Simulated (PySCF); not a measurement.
# C₅H₁₀Se: geometry, NMR shifts, spin-spin couplings and electronic excitations

What NMR shifts, spin-spin couplings and electronic excitations should C₅H₁₀Se (`C[Se]CC1CC1`) show?

The runs use PySCF 2.14.0, with density-fitted response routines of our own; the level of theory stands in each step. All values are computed, except where a source is named. Atoms are numbered from 0 throughout.

**1. Starting geometry**

16 atoms, charge 0, multiplicity 1; geometry from: GFN2-xTB.

Bonds of the start (Å): C0–Se1 1.95, Se1–C2 1.98, C2–C3 1.50, C3–C4 1.50, C4–C5 1.50, C5–C3 1.50, C0–H6 1.09, C0–H7 1.09, C0–H8 1.09, C2–H9 1.09, C2–H10 1.09, C3–H11 1.08, C4–H12 1.08, C4–H13 1.08, C5–H14 1.08, C5–H15 1.08.

**2. Relaxing the molecule at PBE0-D3(BJ)/def2-SVP**

Job settings and geometry (Å):

```
{"job": {"xc": "PBE0", "basis": "def2-SVP", "d3": "d3bj", "grid": 1, "kind": "geom"}, "charge": 0, "multiplicity": 1}
C      2.440538     0.351474     0.423007
Se     1.871264    -1.352605    -0.342563
C     -0.003622    -1.333229     0.284665
C     -0.811577    -0.217369    -0.310423
C     -2.135641     0.129869     0.306800
C     -0.981574     1.076701     0.426502
H      3.495645     0.471305     0.194036
H      2.293059     0.325608     1.499941
H      1.866663     1.157376    -0.025994
H     -0.399075    -2.307328    -0.013361
H      0.018867    -1.276485     1.374792
H     -0.747241    -0.165809    -1.391244
H     -2.954510     0.390019    -0.346004
H     -2.439415    -0.413582     1.188897
H     -0.514357     1.177723     1.394996
H     -1.006621     1.995277    -0.140490
```

**Question.** This job is followed by: GIAO PBE0/pcSseg-1 NMR shielding, non-relativistic, gas phase; B3LYP/pcJ-1 Se:pcSseg-1 indirect spin-spin coupling, non-relativistic, gas phase; TDDFT B3LYP/def2-SVPD, vertical, gas phase, core orbitals frozen in the response; GIAO KT2/pcSseg-1 NMR shielding, non-relativistic, gas phase. Predict these results of the whole session: point group; rotational constants (main isotopes); ¹³C shifts against TMS (PBE0/pcSseg-1, means over atoms taken as alike); ¹H shifts against TMS (PBE0/pcSseg-1, means over atoms taken as alike); ⁷⁷Se shifts against Me2Se (PBE0/pcSseg-1); largest coupling of the table (B3LYP/pcSseg-1+pcJ-1); lowest singlet (B3LYP/def2-SVPD); brightest single state of those computed; lowest triplet; vertical ionisation energy (ΔSCF); range of the shift of Se1.

The runs gave:

```
                                                               quantity                             value
                                                            point group                                C1
                                   rotational constants (main isotopes)              5.17, 1.22, 1.05 GHz
¹³C shifts against TMS (PBE0/pcSseg-1, means over atoms taken as alike)         39.5, 14.1, 13.3, 6.4 ppm
 ¹H shifts against TMS (PBE0/pcSseg-1, means over atoms taken as alike)  2.04, 1.89, 0.76, 0.53, 0.00 ppm
                              ⁷⁷Se shifts against Me2Se (PBE0/pcSseg-1)                           136 ppm
                   largest coupling of the table (B3LYP/pcSseg-1+pcJ-1)          ¹J(C,H) C4–H12, 169.7 Hz
                                       lowest singlet (B3LYP/def2-SVPD)       4.60 eV (270 nm), f = 0.000
                               brightest single state of those computed       state 2, 5.39 eV, f = 0.047
                                                         lowest triplet                           4.22 eV
                                      vertical ionisation energy (ΔSCF)                           8.11 eV
                                              range of the shift of Se1                    136 to 142 ppm
```

Over 3 steps the energy fell by 0.041 eV; of the close pairs, Se1–C2 changed most, 1.977 to 1.954 Å. No frequency check was run at this level, so the end point may be a saddle. At PBE0/pcSseg-1: The widest tensor belongs to Se1: span 724 ppm, with a paramagnetic part of -1363 ppm. Of the pairs tabulated at B3LYP/pcSseg-1+pcJ-1, C4–H12 (mean over like pairs) couples most strongly (169.7 Hz; Fermi contact 168.1 Hz). Couplings across rotatable bonds belong to this one conformer; where others are populated, the observed values are averages, and the simulated multiplets take (2 J gauche + J anti)/3 across rotating chain bonds. The lowest singlet, at 4.60 eV, is HOMO→LUMO 0.97 and is dark; of the 10 states computed, the strongest absorption comes from state 2 at 5.39 eV. The lowest triplet lies 0.38 eV below the lowest singlet (triplets in Tamm-Dancoff, singlets in full TDDFT). ΔSCF puts the ionisation energy at 8.11 eV, 2.33 eV above −ε(HOMO). In ppm, Se1 moves most: its shift spreads over 7 ppm, from 136 (PBE0/pcSseg-1) to 142 (KT2/pcSseg-1). Spin-orbit coupling is left out, which matters for shieldings and couplings at and beside the heavy atoms.
